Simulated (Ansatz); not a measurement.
# H10HfN2O4Si: the cost of one run

Method: PBE0-D4, def2-SVP first, then def2-TZVP; program: Ansatz 0.2.0, Gaussian basis.

144 further runs of the same task are left out: 1 that didn't finish, 143 set aside as unsound or not needed.

### Step 1. The system as given

The guess: 18 atoms, charge 0, spin multiplicity 1.

Atoms are counted from 1 here; the program's logs count them from 0.

Bond lengths: Si1–N2 1.913 Å, Si1–N3 1.883 Å, Si1–O5 1.702 Å, Si1–Hf6 2.953 Å, Si1–H10 1.477 Å, Si1–H11 1.477 Å, N2–H12 1.009 Å, N2–H13 1.009 Å, N3–Hf6 2.195 Å, N3–H14 1.017 Å, N3–H15 1.017 Å, H4–O5 1.171 Å, O5–Hf6 2.011 Å, Hf6–O7 1.891 Å, Hf6–O8 1.910 Å, Hf6–O9 1.891 Å, Hf6–H16 2.419 Å, Hf6–H17 2.456 Å and more. Angles: N2–Si1–N3 167.2°, N2–Si1–O5 78.1°, N2–Si1–Hf6 119.2°, N2–Si1–H10 92.0°, N2–Si1–H11 92.0°, N3–Si1–O5 89.1°, N3–Si1–Hf6 48.0°, N3–Si1–H10 93.1°, N3–Si1–H11 93.2°, O5–Si1–Hf6 41.1°, O5–Si1–H10 113.8°, O5–Si1–H11 113.7°, Hf6–Si1–H10 109.1°, Hf6–Si1–H11 110.1°, H10–Si1–H11 132.1°, Si1–N2–H12 120.5°, Si1–N2–H13 120.5°, H12–N2–H13 107.6° and more.

As a file:

```xyz
18

Si   -1.0927    0.0075   -1.1681
N    -0.3525    0.4834   -2.8671
N    -1.4274   -0.4037    0.6385
H     0.6548    0.5181   -1.9159
O     0.5404    0.2812   -0.7753
Hf    0.6727   -0.0901    1.1965
O     0.1477    1.2498    2.4239
O     2.5365    0.2438    1.4450
O     0.8030   -1.8960    1.7433
H    -1.3753   -1.3702   -1.6185
H    -1.9251    1.2267   -1.1305
H    -0.2625   -0.2062   -3.5983
H    -0.5930    1.3613   -3.3025
H    -2.0507    0.2302    1.1333
H    -1.7297   -1.3560    0.8305
H     0.9024    1.7572    2.7412
H     2.8283    0.1172    2.3551
H     1.7230   -2.1542    1.8689
```

Distances that are to change: Si1–O5 1.70 Å, N2–H4 1.39 Å, Si1–N2 1.91 Å, H4–O5 1.17 Å.

### Step 2. Constrained relaxation of the guess

Contents of hold/in.yaml:

```yaml
crystal:
  periodic: [false, false, false]
  atoms:
    - {symbol: Si, position_ang: [-1.092700, 0.007500, -1.168100]}
    - {symbol: N, position_ang: [-0.352500, 0.483400, -2.867100]}
    - {symbol: N, position_ang: [-1.427400, -0.403700, 0.638500]}
    - {symbol: H, position_ang: [0.654800, 0.518100, -1.915900]}
    - {symbol: O, position_ang: [0.540400, 0.281200, -0.775300]}
    - {symbol: Hf, position_ang: [0.672700, -0.090100, 1.196500]}
    - {symbol: O, position_ang: [0.147700, 1.249800, 2.423900]}
    - {symbol: O, position_ang: [2.536500, 0.243800, 1.445000]}
    - {symbol: O, position_ang: [0.803000, -1.896000, 1.743300]}
    - {symbol: H, position_ang: [-1.375300, -1.370200, -1.618500]}
    - {symbol: H, position_ang: [-1.925100, 1.226700, -1.130500]}
    - {symbol: H, position_ang: [-0.262500, -0.206200, -3.598300]}
    - {symbol: H, position_ang: [-0.593000, 1.361300, -3.302500]}
    - {symbol: H, position_ang: [-2.050700, 0.230200, 1.133300]}
    - {symbol: H, position_ang: [-1.729700, -1.356000, 0.830500]}
    - {symbol: H, position_ang: [0.902400, 1.757200, 2.741200]}
    - {symbol: H, position_ang: [2.828300, 0.117200, 2.355100]}
    - {symbol: H, position_ang: [1.723000, -2.154200, 1.868900]}
basis:
  gaussian: {orbitals: def2-SVP}
hamiltonian: {xc: pbe0, dispersion: d4}
relax: {f_tol: 0.04, max_steps: 150, escape_saddle: false, constraints: [{distance: [0, 4]}, {distance: [1, 3]}, {distance: [0, 1]}, {distance: [3, 4]}]}
```

Started as:

```console
ansatz run in.yaml --threads 4 --pin off --events-out ev --progress --plain --max-ram 46080MiB --backend cuda --devices 0, --max-vram 37GiB
```

**Question.** How long does this run take on 1 × a share of an NVIDIA H100 with 4 threads of AMD EPYC 7R13, shared host?

About 51 s.
